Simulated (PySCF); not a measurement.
**[La3]−: other functionals and bases at one geometry**

The task here is to estimate one member of a computed series from the others.

Program: PySCF 2.14.0. Level of theory: several levels, as the steps say, no spin–orbit coupling. These are calculated values, not measurements.

3 further runs of the same task are left out: 1 for a known fault of the program, 2 that didn't finish.

## The starting structure

3 atoms, charge -1, spin multiplicity 1.

Bond lengths: La1–La2 2.990 Å, La2–La3 2.990 Å. Angles: La1–La2–La3 180.0°.

Geometry (Å):

```xyz
3
charge -1, multiplicity 1
La    0.00000    0.00000    2.98999
La    0.00000    0.00000    0.00000
La    0.00000    0.00000   -2.98999
```

An earlier session relaxed this geometry at BP86, La def2-SVP with ECP46 (singlet, point group D∞h).

At BP86 on the finer grid: E = -94.814942 Eh, HOMO 0.20 eV, LUMO 0.52 eV, Mulliken charge on La1 -0.45 e, largest force component 0.004 eV/Å. The gap is small, and the closed shell wasn't tested for a lower spin-broken solution. The highest filled level lies above zero; it isn't the detachment energy.

Levels to run: CAM-B3LYP; TPSS; M06-L; PBE; BP86, TZVP; BP86, x2c-SVP. Hardware: 2 threads of Arm Neoverse V1, shared host.

The first run:

The input, run.py (the lines that set the calculation):

```python
mol = gto.M(atom='''
La     0.00000     0.00000     2.98999
La     0.00000     0.00000     0.00000
La     0.00000     0.00000    -2.98999''',
    basis={'La': 'def2-SVP'},
    ecp={'La': 'def2-SVP'},
    charge=-1, spin=0)
mf = dft.RKS(mol, xc='CAMB3LYP')
mf.grids.atom_grid = (75, 302)  # f atoms: unpruned, at least (60, 302)
mf = mf.density_fit()  # fitting sets: La def2-universal-JKFIT
mf.conv_tol = 1e-08; mf.max_cycle = 55
mf.kernel(dm0)  # dm0: the density of the relaxed state
```

Run with:

```bash
OMP_NUM_THREADS=2 python run.py
```

Steps of the session up to this table: CAM-B3LYP; TPSS; M06-L; PBE; BP86, TZVP; BP86, x2c-SVP.

One table of the session follows, with a row left open; its other results are not shown here.

```
              level  gap (eV)  charge on La1 (e)  largest force component (eV/Å)
BP86 (relaxed here)      0.32              -0.45                            0.00
          CAM-B3LYP      2.67              -0.40                            0.54
               TPSS      0.34              -0.35                            0.11
              M06-L      0.25              -0.11                            0.07
                PBE      0.34              -0.46                            0.01
         BP86, TZVP         ?                  ?                               ?
      BP86, x2c-SVP      0.38              -0.48                            0.26
```

Estimate the missing values for BP86, TZVP.

**Answer.** gap (eV): 0.32; charge on La1 (e): -0.61; largest force component (eV/Å): 0.03.

In one basis the HOMO–LUMO gap runs from 0.25 eV (M06-L) to 2.67 eV (CAM-B3LYP). The largest leftover force, 0.54 eV/Å with CAM-B3LYP, stands at a geometry relaxed at another level. Total energies of different levels can't be compared.
